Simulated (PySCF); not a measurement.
# C₅H₁₂Si: NMR shifts at several levels of theory, part 2 of 2

PySCF 2.14.0. Atoms count from 0. Earlier steps stand in the parts before.

## 7. NMR shieldings: PBE0/def2-SVP

Job settings and geometry (Å):

```
{"job": {"kind": "nmr", "xc": "PBE0", "basis": "def2-SVP", "pop": true}, "charge": 0, "multiplicity": 1}
C      2.490176    -0.484077     0.467520
C      1.417745     0.240027     0.808818
Si    -0.273369     0.107318     0.001254
C     -0.749918     1.788409    -0.702727
C     -1.534943    -0.397835     1.305597
C     -0.220907    -1.177638    -1.371499
H      3.458199    -0.373131     0.970134
H      2.453924    -1.228721    -0.336322
H      1.540878     0.964786     1.627169
H     -1.746589     1.752555    -1.171123
H     -0.026208     2.117189    -1.464921
H     -0.777630     2.554803     0.088196
H     -1.561964     0.328950     2.133078
H     -2.547583    -0.454562     0.874914
H     -1.289345    -1.383424     1.731084
H      0.507341    -0.905127    -2.151496
H      0.051164    -2.171026    -0.981346
H     -1.208473    -1.265868    -1.851631
```

With the program's defaults for keys left out, this is: GIAO PBE0/def2-SVP NMR shielding, non-relativistic, gas phase.

The log of the run:

```text
coarse grid: 14496 points
cycle   1  E = -486.5186896341  dE =  1.302e-01  |g| = 5.147e-01  |ddm| = 3.995e+00
cycle   2  E = -486.5087678413  dE =  9.922e-03  |g| = 5.490e-01  |ddm| = 1.082e+00
cycle   3  E = -486.5908160713  dE = -8.205e-02  |g| = 5.146e-02  |ddm| = 5.649e-01
cycle   4  E = -486.5912896065  dE = -4.735e-04  |g| = 3.178e-02  |ddm| = 7.470e-02
cycle   5  E = -486.5915568006  dE = -2.672e-04  |g| = 4.665e-03  |ddm| = 2.927e-02
cycle   6  E = -486.5915629302  dE = -6.130e-06  |g| = 4.974e-04  |ddm| = 5.524e-03
final grid: 132432 points
cycle   7  E = -486.6568669910  dE = -2.222e-05  |g| = 7.922e-03  |ddm| = 2.359e-02
cycle   8  E = -486.6568647219  dE =  2.269e-06  |g| = 8.534e-03  |ddm| = 1.549e-02
cycle   9  E = -486.6568840210  dE = -1.930e-05  |g| = 3.087e-04  |ddm| = 7.959e-03
cycle  10  E = -486.6568840434  dE = -2.243e-08  |g| = 1.402e-04  |ddm| = 4.662e-04
cycle  11  E = -486.6568840479  dE = -4.514e-09  |g| = 5.605e-05  |ddm| = 1.618e-04
cycle  12  E = -486.6568840488  dE = -8.217e-10  |g| = 1.230e-05  |ddm| = 5.968e-05
converged SCF energy = -486.6568840488

GIAO shielding tensors (ppm)
atom      isotropic    diamagn.    paramagn.     s11        s22        s33       span
  0 C       61.780     253.243    -191.462    -54.808     64.339    175.810    230.618
  1 C       54.625     257.039    -202.414    -60.066     41.647    182.294    242.360
  2 Si     413.018     885.458    -472.441    404.344    406.509    428.200     23.855
  3 C      194.158     248.847     -54.689    191.559    193.032    197.882      6.322
  4 C      194.055     248.848     -54.793    191.334    193.030    197.801      6.467
  5 C      197.145     249.784     -52.639    193.519    198.290    199.626      6.107
  6 H       25.294      28.738      -3.444     22.352     24.548     28.984      6.632
  7 H       25.524      33.652      -8.128     21.960     24.069     30.543      8.583
  8 H       25.011      31.538      -6.527     22.047     24.822     28.164      6.117
  9 H       31.333      30.563       0.770     27.434     28.774     37.790     10.356
 10 H       31.327      30.793       0.534     27.209     28.823     37.949     10.740
 11 H       31.212      30.621       0.591     27.148     28.561     37.926     10.778
 12 H       31.214      30.633       0.581     27.154     28.556     37.932     10.778
 13 H       31.333      30.575       0.759     27.450     28.763     37.787     10.336
 14 H       31.336      30.830       0.506     27.204     28.867     37.936     10.731
 15 H       31.171      31.809      -0.638     27.525     28.078     37.909     10.385
 16 H       31.159      31.847      -0.688     27.503     28.101     37.871     10.367
 17 H       31.344      31.047       0.297     27.346     28.956     37.729     10.383
```

It took 12 s on 1 thread of Arm Neoverse V2, shared host; peak memory 0.75 GiB.

This run: δ C1 139.1, C0 131.9, C3 -1.4, Si2 -5.8, H8 6.33, H6 6.05 ppm (means over like atoms).

## 8. Nuclear shieldings: PBE0/def2-TZVP

Settings changed since step 7:

```diff
@@ -1,2 +1,2 @@
-{"job": {"kind": "nmr", "xc": "PBE0", "basis": "def2-SVP", "pop": true}, "charge": 0, "multiplicity": 1}
+{"job": {"kind": "nmr", "xc": "PBE0", "basis": "def2-TZVP", "pop": true}, "charge": 0, "multiplicity": 1}
 C      2.490176    -0.484077     0.467520
```

With the program's defaults for keys left out, this is: GIAO PBE0/def2-TZVP NMR shielding, non-relativistic, gas phase.

The log of the run:

```text
coarse grid: 14496 points
cycle   1  E = -486.9008890459  dE =  1.576e-01  |g| = 5.774e-01  |ddm| = 2.889e+00
cycle   2  E = -486.8814957088  dE =  1.939e-02  |g| = 6.342e-01  |ddm| = 9.197e-01
cycle   3  E = -486.9854952233  dE = -1.040e-01  |g| = 5.766e-02  |ddm| = 5.345e-01
cycle   4  E = -486.9858774564  dE = -3.822e-04  |g| = 4.468e-02  |ddm| = 6.360e-02
cycle   5  E = -486.9863891751  dE = -5.117e-04  |g| = 5.112e-03  |ddm| = 2.740e-02
cycle   6  E = -486.9863953906  dE = -6.215e-06  |g| = 9.883e-04  |ddm| = 4.902e-03
final grid: 132432 points
cycle   7  E = -486.9725873554  dE = -5.890e-05  |g| = 8.717e-03  |ddm| = 5.486e-02
cycle   8  E = -486.9725835158  dE =  3.840e-06  |g| = 9.572e-03  |ddm| = 1.326e-02
cycle   9  E = -486.9726060418  dE = -2.253e-05  |g| = 4.169e-04  |ddm| = 6.565e-03
cycle  10  E = -486.9726060613  dE = -1.951e-08  |g| = 3.225e-04  |ddm| = 5.190e-04
cycle  11  E = -486.9726060870  dE = -2.567e-08  |g| = 8.204e-05  |ddm| = 2.457e-04
cycle  12  E = -486.9726060887  dE = -1.692e-09  |g| = 2.062e-05  |ddm| = 6.563e-05
cycle  13  E = -486.9726060888  dE = -1.100e-10  |g| = 3.267e-06  |ddm| = 1.735e-05
converged SCF energy = -486.9726060888

GIAO shielding tensors (ppm)
atom      isotropic    diamagn.    paramagn.     s11        s22        s33       span
  0 C       48.053     254.421    -206.368    -76.276     53.840    166.594    242.870
  1 C       37.827     252.260    -214.433    -86.792     27.690    172.582    259.374
  2 Si     338.051     877.134    -539.083    328.304    331.762    354.089     25.785
  3 C      187.134     247.016     -59.882    183.941    185.957    191.503      7.562
  4 C      187.004     247.048     -60.044    183.627    185.969    191.418      7.791
  5 C      190.603     248.339     -57.736    186.216    192.251    193.342      7.126
  6 H       25.222      29.195      -3.973     22.370     24.415     28.880      6.510
  7 H       25.465      32.578      -7.112     21.886     24.132     30.377      8.491
  8 H       24.909      31.083      -6.174     21.432     25.237     28.058      6.626
  9 H       31.468      30.364       1.104     27.841     29.106     37.457      9.616
 10 H       31.494      30.337       1.157     27.667     29.151     37.664      9.997
 11 H       31.375      30.280       1.095     27.587     28.897     37.640     10.053
 12 H       31.379      30.294       1.085     27.598     28.894     37.644     10.046
 13 H       31.468      30.379       1.089     27.856     29.094     37.455      9.599
 14 H       31.504      30.374       1.130     27.664     29.197     37.651      9.986
 15 H       31.320      31.383      -0.063     27.937     28.389     37.634      9.698
 16 H       31.308      31.415      -0.107     27.917     28.415     37.593      9.676
 17 H       31.476      30.765       0.711     27.797     29.238     37.394      9.598
```

It took 33 s on 1 thread of Arm Neoverse V2, shared host; peak memory 1.1 GiB.

In short: δ C1 148.8, C0 138.6, C3 -1.6, Si2 -6.5, H8 6.57, H6 6.26 ppm (means over like atoms).

## 9. Comparing the runs: NMR shifts

Shifts (ppm) of some atoms, chosen among heavy atoms and hydrogens apart, means over like atoms, with basis size and wall time:

| run | C1 | C0 | C3 | H8 | H6 | H7 | Si2 | functions | time |
| --- | --- | --- | --- | --- | --- | --- | --- | --- | --- |
| PBE0/STO-3G | 114.9 | 113.0 | -0.5 | 5.76 | 5.67 | 5.39 | -6.5 | 46 | 3.7 s |
| PBE0/6-31G | 136.0 | 130.0 | -1.4 | 6.54 | 6.39 | 6.26 | 0.1 | 82 | 7.1 s |
| PBE0/6-31G* | 132.8 | 128.6 | -1.3 | 6.33 | 6.03 | 5.89 | -2.0 | 112 | 10 s |
| PBE0/6-311+G(2d,p) | 147.6 | 137.0 | -1.6 | 6.55 | 6.26 | 5.99 | -6.4 | 242 | 28 s |
| PBE0/def2-SVP | 139.1 | 131.9 | -1.4 | 6.33 | 6.05 | 5.82 | -5.8 | 148 | 12 s |
| PBE0/def2-TZVP | 148.8 | 138.6 | -1.6 | 6.57 | 6.26 | 6.02 | -6.5 | 264 | 33 s |
| measured | – | – | – | 6.11 | 5.88 | 5.63 | – | – | – |

Measured: solution, not stated per compound (mostly CDCl3 or CCl4); Pretsch, Buehlmann, Badertscher, Structure Determination of Organic Compounds, 4th ed. (2009).

## 10. Summary of results

This closing draws on all 2 parts.

| quantity | value |
| --- | --- |
| point group | Cs |
| rotational constants (main isotopes) | 3.09, 1.95, 1.92 GHz |
| 13C shifts against TMS (PBE0/STO-3G, means over atoms taken as alike) | 114.9, 113.0, -0.5 ppm |
| 1H shifts against TMS (PBE0/STO-3G, means over atoms taken as alike) | 5.76, 5.67, 5.39, 0.10 ppm |
| 29Si shifts against TMS (PBE0/STO-3G) | -6.5 ppm |
| measured, and computed on the same scale | H8 δ 6.11, 5.76; H6 δ 5.88, 5.67; H7 δ 5.63, 5.39 ppm |
| range of the shift of C1 | 114.9 to 148.8 ppm |
| property runs in this session | 6, of which 0 failed and 1 gave unsound results |

**Reading.** Single values in the summary come from the first run of each kind that ended normally (PBE0/STO-3G), which need not be the best level. A minimal basis gives no usable values, so read them as a test of settings alone. Over 15 steps the energy fell by 0.149 eV; of the close pairs, Si2–C5 changed most, 1.910 to 1.881 Å. No frequency check was run at this level, so the end point may be a saddle. At PBE0/STO-3G: The widest tensor belongs to C1: span 205 ppm, with a paramagnetic part of -136 ppm. Against the measured 1H shifts the unscaled results are off by 0.27 ppm on average (signed mean -0.27, 3 signals). Vibration, temperature and solvent are missing from the calculation, and it holds one conformer, so part of the miss against the measured shifts is not the functional's. In ppm, C1 moves most: its shift spreads over 33.9 ppm, from 114.9 (PBE0/STO-3G) to 148.8 (PBE0/def2-TZVP). A minimal basis is unusable for shieldings, so that end is no result. For the 3 measured 1H shifts, PBE0/def2-SVP misses least (0.19 ppm, 12 s) and PBE0/6-31G most (0.52 ppm, 7.1 s); the quickest, PBE0/STO-3G, misses by 0.27 ppm in 3.7 s. One molecule ranks no method: errors cancel, and vibration and temperature are missing from all runs.
